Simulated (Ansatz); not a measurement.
Working through an atomisation energy of C₂H₈AlN, SMILES CN[CH2][AlH2]

Program: Ansatz 0.2.0, Python API.

The cells in order, each with its output:

In [1]:
```python
from collections import Counter

import ansatz as az
```

In [2]:
```python
BASIS_SET = "def2-TZVP"
FUNCTIONAL = "r2scan"
```

In [3]:
```python
def energy(molecule, charge=0, unpaired=0):
    calc = molecule.calculation().basis(gaussian=BASIS_SET).functional(FUNCTIONAL)
    if charge:
        calc = calc.charge(charge)
    if unpaired:
        calc = calc.spin("collinear", total=unpaired)
    report = calc.run(threads=1).report
    if report["published_state_doubts"]:
        print("  doubts:", report["published_state_doubts"])
    return report["free_energy_ev"]
```

In [4]:
```python
system = (
    az.Crystal.molecule()
    .atom("C", (-1.2044, 1.189, 0.5598))
    .atom("N", (-0.5699, 0.2788, -0.3267))
    .atom("C", (0.5817, -0.2603, 0.3357))
    .atom("Al", (1.7145, -1.4183, -0.9096))
    .atom("H", (-2.1575, 1.6096, 0.0161))
    .atom("H", (-1.5654, 0.7633, 1.4974))
    .atom("H", (-0.566, 2.1024, 0.7733))
    .atom("H", (-1.1901, -0.492, -0.5136))
    .atom("H", (0.3243, -0.8479, 1.2791))
    .atom("H", (1.2991, 0.5591, 0.6866))
    .atom("H", (0.9798, -2.8339, -1.274))
    .atom("H", (2.4309, -0.7051, -2.09))
)
```

In [5]:
```python
# unpaired electrons of the ground-state atoms
unpaired = {"C": 2, "N": 3, "Al": 1, "H": 1}
counts = Counter(site.symbol for site in system.cartesian_sites)
atom_energy = {s: energy(az.Crystal.molecule().atom(s, (0, 0, 0)), 0, unpaired[s]) for s in counts}
whole = energy(system, 0, 0)
for s, e in atom_energy.items():
    print(f"{s:2s} x{counts[s]}  {e:14.5f} eV")
print(f"C2H8AlN: {whole:.5f} eV")
split = sum(counts[s] * e for s, e in atom_energy.items()) - whole
print(f"atomisation energy (no zero-point term): {split:.3f} eV, {split / sum(counts.values()):.3f} eV an atom")
```
```text
C  x2     -1029.48623 eV
N  x1     -1485.22506 eV
Al x1     -6594.15027 eV
H  x8       -13.60370 eV
C2H8AlN: -10288.17530 eV
atomisation energy (no zero-point term): 40.998 eV, 3.416 eV an atom
```

40.998 eV from the electronic energies, without the zero-point term.

What to keep in mind:
- Total energies depend on the basis set; only differences at equal settings carry meaning.
- The geometry is a force-field or estimated start, not a minimum of this method, and the basis set is short of its limit. All parts are taken at fixed geometry, without zero-point energy.
- Wall time of the script: 5.7 s on 1 thread of Intel(R) Xeon(R) 6975P-C (Granite Rapids), on a shared host, peak memory 0.28 GiB.

(Lines on the test bed's own set-up are left out of the output.)
